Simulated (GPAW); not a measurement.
Crystal: W3N4.

```
W N
1.0
     4.12200    0.00000    0.00000
     0.00000    4.12200    0.00000
     0.00000    0.00000    4.12200
W N
3 4
Cartesian
  2.0610 0.0000 2.0610
  0.0000 2.0610 2.0610
  2.0610 2.0610 0.0000
  0.0000 0.0000 2.0610
  0.0000 2.0610 0.0000
  2.0610 0.0000 0.0000
  2.0610 2.0610 2.0610
```

Base run:

* Program: GPAW 26.7.0
* Functional: PBE
* Potentials or basis: GPAW PAW data sets (gpaw-data 1.2.1)
* Cutoff: 600 eV
* Basis: pw
* k mesh: 5 × 5 × 5
* Occupations: fermi-dirac, width 0.05 eV
* Spin: no spin polarisation

Its results: band gap on the k mesh none (metal or under the smearing width); pressure 18.4 GPa.

Q: The run is repeated on the same cell with these changes: functional from PBE to LDA; potentials or basis from GPAW PAW data sets (gpaw-data 1.2.1) to the program's PAW data sets (release 1.2.1) made for this functional. What comes out?

A: Band gap on the k mesh none (metal or under the smearing width); pressure -1.8 GPa.

Caveats: the cutoff is short for stress and forces, so pressures can be off by a GPa or more; so large a pressure means that the cell lies far from this level's equilibrium, or that cutoff or potentials fall short (some runs).
